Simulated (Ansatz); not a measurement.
# SiBr3F: a ladder of functionals and wavefunction methods

The task here is to estimate one member of a computed series from the others.

Program: Ansatz 0.2.0, Gaussian basis. Level of theory: functionals in def2-TZVPP, the program's frozen cores in correlated methods. These are calculated values, not measurements.

The runs, in order: LDA (SPW92), PBE-D4, revPBE-D4, BLYP-D4, r2SCAN-D4, B97M-V, PBE0-D4, B3LYP-D4, r2SCANh-D4, r2SCAN0-D4, HSE06-D4, BHLYP-D4, CAM-B3LYP-D4, LC-ωPBE, ωB97X-V, ωB97M-V, B2PLYP, PBE-QIDH; CCSD(T)/def2-SVP; CCSD(T)/def2-TZVPP; MP2/def2-QZVPP; extrapolation to the limit; RPA on PBE.

**The relaxed structure**

The geometry comes from an earlier relaxation with PBE0-D4 in a triple-zeta def2 set; it is a stationary point.

SMILES `F[Si](Br)(Br)Br`, 5 atoms, charge 0, spin multiplicity 1.

Atoms are counted from 1 here; the program's logs count them from 0.

Bond lengths: F1–Si2 1.579 Å, Si2–Br3 2.184 Å, Si2–Br4 2.184 Å, Si2–Br5 2.184 Å. Angles: F1–Si2–Br3 108.0°, F1–Si2–Br4 108.0°, F1–Si2–Br5 108.0°, Br3–Si2–Br4 110.9°, Br3–Si2–Br5 110.9°, Br4–Si2–Br5 110.9°.

As a file:

```xyz
5
Br3FSi
F    -1.2594   -0.6671    0.8565
Si   -0.0585   -0.0500    0.0384
Br    1.7481   -1.1697    0.5401
Br   -0.5228   -0.2347   -2.0875
Br    0.1425    2.0479    0.6111
```

The first run:

File in.yaml:

```yaml
crystal:
  periodic: [false, false, false]
  atoms:
    - {symbol: F, position_ang: [-1.259399, -0.667148, 0.856534]}
    - {symbol: Si, position_ang: [-0.058468, -0.049955, 0.038393]}
    - {symbol: Br, position_ang: [1.748108, -1.169694, 0.540124]}
    - {symbol: Br, position_ang: [-0.522772, -0.234669, -2.087526]}
    - {symbol: Br, position_ang: [0.142532, 2.047866, 0.611074]}
basis:
  gaussian: {orbitals: def2-TZVPP}
hamiltonian: {xc: lda}
output: {orbitals: {seedname: orbitals}}
```

Launch:

```sh
$ ansatz run in.yaml --threads 4 --pin off --events-out ev --progress --plain --max-ram 11315MiB
```

Among the steps run: LDA; PBE-D4 (GGA); revPBE-D4 (GGA); BLYP-D4 (GGA); r2SCAN-D4 (meta-GGA); B97M-V (meta-GGA); PBE0-D4 (hybrid); B3LYP-D4 (hybrid); r2SCANh-D4 (hybrid); r2SCAN0-D4 (hybrid); HSE06-D4 (hybrid); BHLYP-D4 (hybrid); CAM-B3LYP-D4 (range-separated); LC-ωPBE (range-separated); ωB97X-V (range-separated); ωB97M-V (range-separated); B2PLYP (double hybrid); PBE-QIDH (double hybrid).

One table of the session follows, with a row left open; its other results are not shown here.

It belongs to the step «Frontier levels by functional». 

```
  functional  HOMO (eV)  gap (eV)
 LDA (SPW92)      -7.65      5.23
      PBE-D4      -7.48      5.34
   revPBE-D4      -7.42      5.40
     BLYP-D4      -7.29      5.25
   r2SCAN-D4      -7.84      6.00
      B97M-V      -7.90      6.19
     PBE0-D4      -8.78      7.54
    B3LYP-D4      -8.49      7.01
  r2SCANh-D4          ?         ?
  r2SCAN0-D4      -9.01      7.95
    HSE06-D4      -8.38      6.77
    BHLYP-D4      -9.89      9.66
CAM-B3LYP-D4     -10.07      9.90
     LC-ωPBE     -11.48     12.53
     ωB97X-V     -11.10     12.06
     ωB97M-V     -10.95     11.69
```

Q: Estimate the row for r2SCANh-D4 from the others.

Worked estimate for «HOMO (eV)». Against the share of exact exchange, r2SCAN-D4 (0, -7.84), r2SCAN0-D4 (0.25, -9.01) give a slope of -4.68 per unit share; at 0.1 the line stands at -8.31.

**Answer.** HOMO (eV): -8.31; gap (eV): 6.78. In «HOMO (eV)» the line misses by 0.00.
